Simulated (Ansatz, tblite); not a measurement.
# The cluster Pb5Se10: one state, many levels

One table from this session's results is given with a row withheld; the runs are named, their logs left out.

Computed with Ansatz 0.2.0, Gaussian basis. Level: as each input shows.

Plan: GFN1-xTB, GFN2-xTB, PBE-D4/def2-SVP, r2SCAN-D4/def2-SVP, B97M-V/def2-SVP, PBE0-D4/def2-TZVP, PBE-D4/def2-TZVP, MP2/def2-SVP, RPA/def2-SVP.

2 further runs of the same task are left out: 2 set aside as unsound or not needed.

**The relaxed structure**

The singlet was relaxed beforehand with PBE-D4/def2-SVP. At that level it is the lowest of the isomers that a small search found.

15 atoms, charge 0, spin multiplicity 1.

Bond lengths: Pb1–Se8 2.827 Å, Pb1–Se9 3.051 Å, Pb1–Se12 2.889 Å, Pb2–Se6 2.913 Å, Pb2–Se8 2.886 Å, Pb2–Se14 2.802 Å, Pb3–Se6 2.931 Å, Pb3–Se7 2.947 Å, Pb3–Se10 2.882 Å, Pb4–Se7 2.877 Å, Pb4–Se13 2.820 Å, Pb4–Se14 2.767 Å, Pb5–Se8 2.830 Å, Pb5–Se9 2.934 Å, Pb5–Se12 2.872 Å, Se6–Se11 2.376 Å, Se7–Se13 2.412 Å, Se9–Se12 2.430 Å and more. Angles: Se8–Pb1–Se9 88.1°, Se8–Pb1–Se12 92.8°, Se9–Pb1–Se12 48.2°, Se6–Pb2–Se8 95.3°, Se6–Pb2–Se14 99.1°, Se8–Pb2–Se14 89.9°, Se6–Pb3–Se7 80.3°, Se6–Pb3–Se10 78.7°, Se7–Pb3–Se10 92.3°, Se7–Pb4–Se13 50.1°, Se7–Pb4–Se14 93.0°, Se13–Pb4–Se14 93.4°, Se8–Pb5–Se9 90.4°, Se8–Pb5–Se12 93.1°, Se9–Pb5–Se12 49.5°, Pb2–Se6–Pb3 88.1°, Pb2–Se6–Se11 111.5°, Pb3–Se6–Se11 98.0° and more.

Pb takes a core potential in the def2 sets. No spin-orbit coupling is included.

PBE0-D4/def2-SVP was run before; its log isn't repeated, and its numbers join the tables.

Set-up of the first run:

Tight binding, by tblite at 300 K electronic temperature and without a spin-polarisation term:

```python
tblite.interface.Calculator('GFN1-xTB', numbers, positions, charge=0, uhf=0).singlepoint()
```

Tight binding, by tblite at 300 K electronic temperature and without a spin-polarisation term:

```python
tblite.interface.Calculator('GFN2-xTB', numbers, positions, charge=0, uhf=0).singlepoint()
```

start.molden holds the orbitals of an earlier run on this state, given as this run's starting guess.

File in.yaml:

```yaml
crystal:
  periodic: [false, false, false]
  atoms:
    - {symbol: Pb, position_ang: [-1.247283, -2.386401, 1.704477]}
    - {symbol: Pb, position_ang: [-0.527235, 2.331522, 1.305724]}
    - {symbol: Pb, position_ang: [0.982006, -0.365579, -1.329279]}
    - {symbol: Pb, position_ang: [0.294346, 3.719658, -2.478549]}
    - {symbol: Pb, position_ang: [-3.666303, -0.092052, -0.179453]}
    - {symbol: Se, position_ang: [1.895529, 0.716434, 1.236377]}
    - {symbol: Se, position_ang: [2.546161, 1.938478, -2.293530]}
    - {symbol: Se, position_ang: [-2.238136, 0.206023, 2.245081]}
    - {symbol: Se, position_ang: [-3.875452, -2.983337, 0.274274]}
    - {symbol: Se, position_ang: [3.355523, -1.933454, -0.868726]}
    - {symbol: Se, position_ang: [1.659921, -1.261315, 2.532384]}
    - {symbol: Se, position_ang: [-1.997172, -2.248491, -1.081729]}
    - {symbol: Se, position_ang: [2.228482, 3.452756, -0.443296]}
    - {symbol: Se, position_ang: [-1.427734, 1.894352, -1.311845]}
    - {symbol: Se, position_ang: [2.017318, -2.988615, 0.688101]}
basis:
  gaussian: {orbitals: def2-SVP, fitting: {mean_field: def2-universal-jkfit}, initial_orbitals: start.molden}
hamiltonian: {xc: pbe, dispersion: d4}
scf: {omitted_lower_state_checks: [starts]}
output: {forces: true, orbitals: {seedname: orbitals}}
```

The run is started by

```console
$ ansatz run in.yaml --threads 2 --pin off --events-out ev --progress --plain --max-ram 22528MiB --backend cuda --devices 0, --max-vram 18GiB
```

Steps of the session up to this table: PBE-D4/def2-SVP; r2SCAN-D4/def2-SVP; B97M-V/def2-SVP; PBE0-D4/def2-TZVP; PBE-D4/def2-TZVP; MP2/def2-SVP; RPA/def2-SVP.

One of the session's tables, all rows but one given; the rest of the session is left out.

It belongs to the step «Binding energy». 

```
             level  binding an atom (eV)
       HF/def2-SVP                 1.208
   PBE-D4/def2-SVP                 3.053
  PBE-D4/def2-TZVP                 3.052
r2SCAN-D4/def2-SVP                     ?
   B97M-V/def2-SVP                 2.790
  PBE0-D4/def2-SVP                 2.839
 PBE0-D4/def2-TZVP                 2.856
      RPA/def2-SVP                 2.130
      MP2/def2-SVP                 2.510
```

**Question.** Estimate the row for r2SCAN-D4/def2-SVP.

**Answer.** binding an atom (eV): 2.828. In the column «binding an atom (eV)» it lies between B97M-V/def2-SVP (2.790) and PBE0-D4/def2-SVP (2.839).

Limits of these values: Free atoms were run apart at each level; binding is atoms less cluster, divided by the number of atoms, without zero-point or spin-orbit terms.
